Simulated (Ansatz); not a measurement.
# Te2Au: properties at the relaxed cell

The task here is to estimate one member of a computed series from the others.

Method: DFT PBEsol, scalar-relativistic, plane waves, PAW, in Ansatz 0.2.0.

1 further run of the same task is left out (set aside as unsound or not needed). Runs told in other sessions of the task aren't counted.

## The starting structure

Symmetry: P-3m1, No. 164, trigonal system. The conventional cell has a = 4.155 Å, b = 4.155 Å, c = 5.084 Å, α = 90.00°, β = 90.00°, γ = 120.00°. Te (site symmetry 3m) has 3 Au at 2.81 Å and 3 Te at 3.22 Å in its first shell of neighbours. Around Au (site symmetry -3m) lie 6 Te at 2.81 Å.

Coordinates:

```
Te Au
1.0
     4.15539    0.00000    0.00000
    -2.07769    3.59867    0.00000
     0.00000    0.00000    5.08438
Te Au
2 1
Cartesian
  2.0777 1.1996 1.4698
  0.0000 2.3991 3.6146
  0.0000 0.0000 0.0000
```

This cell was relaxed beforehand with the same method: volume 25.34 Å³/atom, gap on the mesh none (metal).

Set-up of the first run:

input.yaml reads:

```yaml
crystal:
  lattice:
    - [4.1134129798, 0.0, 0.0]
    - [-2.0567064899, 3.5623201368, 0.0]
    - [0.0, 0.0, 5.0330153083]
  atoms:
    - { symbol: Te, position: [0.6666666667, 0.3333333333, 0.2890814086] }
    - { symbol: Te, position: [0.3333333333, 0.6666666667, 0.7109185914] }
    - { symbol: Au, position: [0.0, 0.0, 0.0] }
basis:
  ecutwfc: 420
kpoints:
  mp_grid: { grid: [12, 12, 8] }
hamiltonian:
  xc: pbesol
scf:
  occupations: { method: gaussian, width: 0.1 }
output:
  forces: true
  stress: true
  eigenvalues: true
relax:
  adjacent_minimum: "off"
  f_tol: 0.01
  max_steps: 30
  cell: { stress_tol: 0.1, fix: [volume] }
```

Run with:

```bash
ansatz run input.yaml --threads 1 --pin off --max-ram 2560MiB --backend cpu --events-out ev --progress --plain --runs-dir out
```

Steps of the session up to this table: The cell scaled to 0.97 of its volume; Volume × 1.03; Volume × 0.94; The cell scaled to 1.06 of its volume; The cell scaled to 0.91 of its volume; The cell scaled to 1.10 of its volume; Volume × 0.88.

One of the session's tables, all rows but one given; the rest of the session is left out.

It belongs to the step «Fit of the equation of state». 

```
volume (Å³/atom)  energy above the lowest point (meV/atom)  pressure (GPa)
          22.302                                     118.4           14.24
          23.063                                      62.0            9.65
          23.823                                      25.6            5.82
          24.583                                         ?               ?
          25.344                                       0.0           -0.01
          26.104                                       5.5           -2.18
          26.864                                      20.4           -3.95
          27.878                                      51.6           -5.77
```

Q: Estimate the row for volume (Å³/atom) = 24.583 from the others.

Worked estimate for «energy above the lowest point (meV/atom)». A straight line through the neighbours (23.823, 25.6) and (25.344, 0.0) gives 25.6 + (0.0 − 25.6) × (24.583 − 23.823) / (25.344 − 23.823) = 12.8; a parabola fitted to 4 rows on both sides gives 5.8.

As computed: energy above the lowest point (meV/atom): 5.9; pressure (GPa): 2.63. In «energy above the lowest point (meV/atom)» the line misses by +6.9 and the parabola by -0.1.
